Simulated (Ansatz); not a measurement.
Working through a comparison of functionals at one structure of Ir, space group P6_3/mmc

With Ansatz's Python interface.

Input file `POSCAR_ir`:
```text
Ir
1.0
   2.75137789    0.00000000    0.00000000
  -1.37568895    2.38276315    0.00000000
   0.00000000    0.00000000    4.46229000
Ir
2
Direct
   0.66666667    0.33333333    0.75000000
   0.33333333    0.66666667    0.25000000
```

Typed at the interpreter:
```pycon
>>> import ansatz as az
>>> from ase.io import read
>>> atoms = read("POSCAR_ir", format="vasp")
>>> crystal = az.Crystal.from_ase(atoms)
>>> crystal.resolved().sites[-1]
Site(symbol='Ir', position=(0.33333333, 0.66666667, 0.25), moment=None, axis=None, held=None, saved=None)
>>> calculation = crystal.calculation()
>>> calculation = calculation.kpoints(14, 14, 8)
>>> calculation = calculation.occupations(az.OccupationsMethod.COLD, width=0.05)
>>> rows = []
>>> for value in ["lda", "blyp", "pbesol", "r2scan"]:
...     summary = calculation.functional(value).run(threads=1, backend="cpu").report
...     rows.append((value, summary["free_energy_ev"] / len(summary["lattice"]["sites"]), summary["n_iterations"], summary["n_kpoints"]))
...
DeckWarning: basis.ecutwfc = 420 eV, auto-derived from the records' recommended cutoffs: set by Ir (normal level)
DeckWarning: basis.ecutwfc = 500 eV, auto-derived from the records' recommended cutoffs: set by Ir (their level for a meta-GGA)
>>> print("  functional   F/atom (eV)    iterations      k-points")
  functional   F/atom (eV)    iterations      k-points
>>> for row in rows:
...     print(f"{str(row[0]):>12s}  {row[1]:12.5f}  {row[2]:12d}  {row[3]:12d}")
...
         lda  -11663.26852             5           120
        blyp  -11960.62009             5           120
      pbesol  -11798.93262             5           120
      r2scan  -11948.62096             7           120
```

Notes:
- BLYP can be off by several per cent in the lattices of metals, and by several GPa in the pressure at a fixed cell.
- Spin-orbit coupling, which matters for elements this heavy, is left out.
- This isn't the structure that Ir takes at ambient conditions.
- Warnings are shown shortened and without file and line.
- Total energies of different functionals can't be compared; pressures, moments and gaps at this one structure can.
- Run time: 4.3 s on 1 thread of AMD EPYC 9R45 96-Core Processor (Zen 5), on a shared host, peak memory 0.56 GiB.
